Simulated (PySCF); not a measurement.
# Bi2: from the state search to spectroscopic constants

What are the lowest state that PBE0 finds, the bond length, vibrational wavenumber and bond energy of Bi2, and how much do these hang on the method?

Program: PySCF 2.14.0. Level of theory: Bi def2-TZVPP with ECP60, scalar-relativistic core potentials. These are calculated values, not measurements.

## Step 1: The job

Settings of the job:

```yaml
atoms: Bi, Bi
charge: 0
basis: Bi def2-TZVPP with ECP60
Hamiltonian: scalar-relativistic core potentials
basis_functions: 100
electrons_treated: 46
masses_in_u: 208.9804, 208.9804
levels: PBE0, PBE, r²SCAN, TPSS, r²SCAN0, r²SCANh, M06, ωB97X, HF, MP2, SCS-MP2, CCSD, CCSD(T)
grid: 80 radial by 434 angular points
occupations: held fixed by the projection of orbital angular momentum
dissociation_limit: Bi + Bi, each in its ground configuration
starting_distance_in_angstrom: 2.920
values_of_2S_to_try: 0, 2, 4
```

Command:

```
$ OMP_NUM_THREADS=2 python dia.py task.json out
```

The runs that follow: First curve: PBE0; Excited determinants; PBE; r²SCAN; TPSS; r²SCAN0 (hybrid meta-GGA); r²SCANh (hybrid meta-GGA); M06; ωB97X (range-separated hybrid); RHF; MP2 and coupled cluster.

Before running it: what results should come out? Wanted: for each run, Re; ωe; De.

**Answer**, as computed:

Lowest PBE0 solution found, without spin–orbit coupling: ¹Σg⁺ (singlet), closed shell. State 2 has its PBE0 minimum 1.07 eV higher. State 3 has its PBE0 minimum 1.36 eV higher. State 4 has its PBE0 minimum 1.54 eV higher. The other levels ran on the lowest alone.

```csv
level,Re (Å),ωe (cm⁻¹),De (eV)
RHF,2.575,229.3,-0.95
RHF-MP2,2.675,172.5,2.52
RHF-SCS-MP2,2.677,174.1,2.38
RHF-CCSD,2.623,204.3,1.71
RHF-CCSD(T),2.658,187.9,2.24
PBE,2.652,193.9,2.84
TPSS,2.640,197.6,2.71
r²SCAN,2.625,203.5,2.14
r²SCANh,2.613,208.2,1.99
PBE0,2.609,209.4,2.25
r²SCAN0,2.595,214.8,1.78
M06,2.673,193.6,4.09
ωB97X,2.582,223.7,3.01
```

De is counted to Bi + Bi in their ground configurations.

Differences from CCSD(T) in the same basis:

```csv
level,Re (mÅ),ωe (%)
RHF,-83,+22.0
RHF-MP2,+16,-8.2
RHF-SCS-MP2,+19,-7.4
RHF-CCSD,-35,+8.7
PBE,-7,+3.2
TPSS,-18,+5.1
r²SCAN,-34,+8.3
r²SCANh,-46,+10.8
PBE0,-49,+11.4
r²SCAN0,-63,+14.3
M06,+15,+3.0
ωB97X,-76,+19.0
```

**Reading.** Judged by CCSD(T) in the same basis: best bond length PBE (-7 mÅ), worst RHF (-83 mÅ); best wavenumber M06 (+3.0 %), worst RHF (+22.0 %). Hartree–Fock makes the bond too short and too stiff against this reference, as it mostly does. Among the levels with a De in the table, it runs from -0.95 eV (RHF) to 4.09 eV (M06).

Correlated steps freeze 8 core orbitals. These are scalar-relativistic numbers at best; spin–orbit coupling would shift them, the dissociation energy most. A negative De means that the minimum lies above the separated atoms at that level. At r²SCAN0 the stretched side of the curve climbs above De, by a hump or because the determinant held fixed goes to a higher limit.
